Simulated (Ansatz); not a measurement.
# H13NSi4: a nudged elastic band, and a look at its input

A nudged elastic band is wanted. The input is run as typed. The step meant is a four-centre ligand exchange at charge 0 and multiplicity 1, which changes Si1–N7, Si2–H6, Si1–Si2, H6–N7.

Method: PBE0-D4/def2-SVP; program: Ansatz 0.2.0, Gaussian basis.

## Step 1: The structure

```tsv
atom	x (Å)	y (Å)	z (Å)
Si1	-0.53159	0.35931	0.34315
Si2	0.56865	-1.65110	0.80534
Si3	-0.45520	0.81578	-1.94572
Si4	-2.78460	0.18997	0.95161
H5	0.07084	1.49891	1.09286
H6	3.54827	-0.26219	0.16104
N7	2.76200	0.37161	0.08479
H8	1.31719	-2.16263	-0.37146
H9	-0.46121	-2.68154	1.14080
H10	1.46769	-1.53491	1.98233
H11	-1.27953	2.00689	-2.29065
H12	0.93530	1.07347	-2.41512
H13	-0.98498	-0.35142	-2.70229
H14	-2.92395	-0.15102	2.39443
H15	-3.51420	1.46379	0.70043
H16	-3.43727	-0.88533	0.15499
H17	2.79413	0.78304	-0.84016
H18	2.90846	1.11759	0.75383
```

## Step 2: The run

The input, run/in.yaml:

```yaml
crystal:
  periodic: [false, false, false]
  atoms:
    - {symbol: Si, position_ang: [-0.531587, 0.359306, 0.343152]}
    - {symbol: Si, position_ang: [0.568653, -1.651101, 0.805337]}
    - {symbol: Si, position_ang: [-0.455198, 0.815782, -1.945722]}
    - {symbol: Si, position_ang: [-2.784604, 0.189974, 0.951615]}
    - {symbol: H, position_ang: [0.070841, 1.498913, 1.092861]}
    - {symbol: H, position_ang: [3.548266, -0.262190, 0.161037]}
    - {symbol: N, position_ang: [2.762004, 0.371608, 0.084793]}
    - {symbol: H, position_ang: [1.317191, -2.162632, -0.371456]}
    - {symbol: H, position_ang: [-0.461212, -2.681545, 1.140797]}
    - {symbol: H, position_ang: [1.467691, -1.534912, 1.982332]}
    - {symbol: H, position_ang: [-1.279530, 2.006887, -2.290651]}
    - {symbol: H, position_ang: [0.935303, 1.073472, -2.415124]}
    - {symbol: H, position_ang: [-0.984978, -0.351424, -2.702291]}
    - {symbol: H, position_ang: [-2.923952, -0.151017, 2.394426]}
    - {symbol: H, position_ang: [-3.514199, 1.463786, 0.700432]}
    - {symbol: H, position_ang: [-3.437274, -0.885333, 0.154995]}
    - {symbol: H, position_ang: [2.794130, 0.783040, -0.840164]}
    - {symbol: H, position_ang: [2.908455, 1.117587, 0.753831]}
basis:
  gaussian: {orbitals: def2-SVP}
hamiltonian: {xc: pbe0, dispersion: d4}
neb:
  images: 5
  climbing: true
  max_iterations: 3
  initial_path: idpp
  final_atoms:
    - {symbol: Si, position_ang: [0.014505, 1.730514, -0.016819]}
    - {symbol: Si, position_ang: [0.531821, -2.944671, 0.342866]}
    - {symbol: Si, position_ang: [-0.190436, 0.921084, -2.203235]}
    - {symbol: Si, position_ang: [-1.548987, 0.717177, 1.400039]}
    - {symbol: H, position_ang: [-0.332293, 3.189818, -0.060175]}
    - {symbol: H, position_ang: [1.235265, -1.638553, 0.310867]}
    - {symbol: N, position_ang: [1.602125, 1.369348, 0.561244]}
    - {symbol: H, position_ang: [1.440857, -4.015058, -0.143985]}
    - {symbol: H, position_ang: [-0.669849, -2.891132, -0.527430]}
    - {symbol: H, position_ang: [0.117485, -3.253826, 1.735493]}
    - {symbol: H, position_ang: [-1.482416, 1.377456, -2.784570]}
    - {symbol: H, position_ang: [0.915705, 1.440520, -3.057181]}
    - {symbol: H, position_ang: [-0.147933, -0.564729, -2.241589]}
    - {symbol: H, position_ang: [-1.283015, 1.082067, 2.820707]}
    - {symbol: H, position_ang: [-2.918917, 1.179120, 1.046215]}
    - {symbol: H, position_ang: [-1.508062, -0.766040, 1.291167]}
    - {symbol: H, position_ang: [2.404282, 1.579071, -0.011244]}
    - {symbol: H, position_ang: [1.819864, 1.488035, 1.537830]}
```

Launch:

```console
$ ansatz run in.yaml --threads 2 --pin off --events-out ev --progress --plain --max-ram 20480MiB --backend cpu
```

What it wrote:

```text
Functional definition: PBE0
  name "PBE0"
  cite "Adamo & Barone, J. Chem. Phys. 110, 6158 (1999) doi:10.1063/1.478522"
  cite "Perdew, Burke & Ernzerhof, Phys. Rev. Lett. 77, 3865 (1996) doi:10.1103/PhysRevLett.77.3865"
  parent pbe
  parameter a = 0.25
  parameter kappa = 0.804
  parameter beta = 0.06672455060314922
  exchange = (1 - a)*pbe_x(kappa = kappa, mu = beta*pi^2/3) + a*exact_x
  correlation = pbe_c(beta = beta)
1576 factors; integrals over basis functions are off by at most 3.8e-4 eV
mean field evaluation 1: about -33181.3409 eV, gradient 4.6e1 eV
mean field evaluation 2: about -33178.0191 eV, gradient 5.9e1 eV
mean field evaluation 4: about -33185.7062 eV, gradient 9.9e-1 eV
mean field evaluation 8: about -33185.7183 eV, gradient 1.0e-2 eV
mean field -33185.71830470 eV, -1219.5526536099 hartree, gradient 1.7e-5 eV, S^2 0.000000; 0 other end points of the search recorded, 0 dependent functions left out
the calculation of the forces begins
reference -33185.71834262 eV, -1219.5526550034 hartree; 38, 38 occupied and 113, 113 virtual orbitals, 1576 factors
[... from here to the last solve, the lines of the solves are left out (15 solves) ...]
WARN: NEB end point (image 0): max|allowed force component| = 3.849e-1 eV/Å (the criterion of neb.relax_end_points is 1.000e-2). That is over neb.f_tol: it is no minimum, so the barrier can be far off. Relax it first
WARN: NEB end point (image 6): max|allowed force component| = 2.895e-1 eV/Å (the criterion of neb.relax_end_points is 1.000e-2). That is over neb.f_tol: it is no minimum, so the barrier can be far off. Relax it first
NEB iter   1: max|band force component| = 4.597e0 eV/Å  barrier→ = 6.1688 eV  barrier← = 6.0377 eV  Δτ_max = 0.2000 Å  (184 SCF iters)
NEB iter   2: max|band force component| = 4.729e0 eV/Å  barrier→ = 4.6807 eV  barrier← = 4.5497 eV  Δτ_max = 0.2000 Å  (139 SCF iters)
1576 factors; integrals over basis functions are off by at most 8.5e-4 eV
mean field -33185.49141097 eV, -1219.5443154191 hartree, gradient 5.5e-5 eV, S^2 0.000000; 0 other end points of the search recorded, 0 dependent functions left out
the calculation of the forces begins
reference -33185.49145055 eV, -1219.5443168738 hartree; 38, 38 occupied and 113, 113 virtual orbitals, 1576 factors
NEB iter   3: max|band force component| = 6.222e0 eV/Å  barrier→ = 3.7692 eV  barrier← = 3.6382 eV  Δτ_max = 0.1061 Å  (134 SCF iters)
Error: NEB band did not converge after 3 iterations: max|band force component| = 6.22e0 eV/Å (threshold 5.0e-2); raise `neb.max_iterations` in a new run, which can start from the last band evaluated (`neb.initial_path`, with `crystal.atoms` and `neb.final_atoms` set to its first and last images), add images, or start from endpoints closer to local minima. Where this run's directory can be resumed (`checkpoint.write`), a resume goes on for up to `neb.max_iterations` more; to start a new run from the last band, take its images' positions from the `neb_iteration` event of iteration 3 (`data.images[].positions_ang`), in the event stream of the run that computed that iteration (not this run's, if it was resumed behind it). With `checkpoint.write`, `steps/00-neb/state/checkpoint.json` in the run directory holds the last saved band, under `neb.evaluated.images[].positions_ang` (a band under a hybrid functional on support functions is neither saved nor resumed: `neb.initial_path` says where its path is): check the last entry of `neb.iterations` there, which is earlier than 3 if that iteration was not saved or its write failed. If the band's step has no `state` directory and holds `state.next`, a write was cut short, and the file is under `state.next` instead (behind a loss of power it can be under `state.prev`)
a run's events are kept only if it was started with --events-out <file>, and are in that file
```

Run time: 88 s. Hardware: 2 threads of AMD EPYC 7R13, shared host; peak memory 0.96 GiB.

## Step 3: Diagnosis

The run did not converge within its limit, so it gives no result.

Three iterations were allowed, too few to relax the band.

The cure: raise max_iterations.

## Step 4: What came out

| quantity | value |
| --- | --- |
| this run | not converged |
| fault | too few iterations |

Three iterations were allowed, too few to relax the band.

For comparison, these settings ran to the end on the same system (26 iterations):

```yaml
hamiltonian: {xc: pbe0, dispersion: d4}
neb:
  images: 5
  climbing: true
  max_iterations: 40
  initial_path: idpp
```
